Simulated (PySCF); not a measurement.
# C4H4O3: the cost of one run

Computed with PySCF 2.14.0 and routines of our own; the level stands in each step. Atoms count from 0.

## Step 1: The starting structure

11 atoms, charge 0, multiplicity 1; geometry from: GFN2-xTB.

## Step 2: Magnetic properties: GIAO HF/pcSseg-1

The job: settings as JSON, then the geometry in Å.

```
{"job": {"kind": "mag", "xc": "HF", "basis": "pcSseg-1", "isotopologues": 2}, "charge": 0, "multiplicity": 1}
C      1.953143     0.321458    -0.045093
O      0.949321    -0.643999     0.269565
C     -0.283089    -0.336532     0.026127
C     -1.496074    -0.955964     0.150685
C     -2.092624     0.235089    -0.365816
O     -3.092009     0.771600    -0.672749
O     -0.703975     0.861182    -0.473831
H      2.691541     0.281534     0.754080
H      1.519525     1.318790    -0.120174
H      2.418923     0.049151    -0.994017
H     -1.859259    -1.899636     0.485180
```

Method: GIAO HF/pcSseg-1 magnetisability, rotational g tensor and spin-rotation constants, non-relativistic, gas phase.

Launch:

```
> OMP_NUM_THREADS=1 python excited_run.py task.json out
```

One launch serves the whole session: the jobs run in the order shown.

**Question.** How long does this first job take on 1 thread of Arm Neoverse N1, shared host, and how much memory does it need?

About 11 s, with a peak of 0.65 GiB.
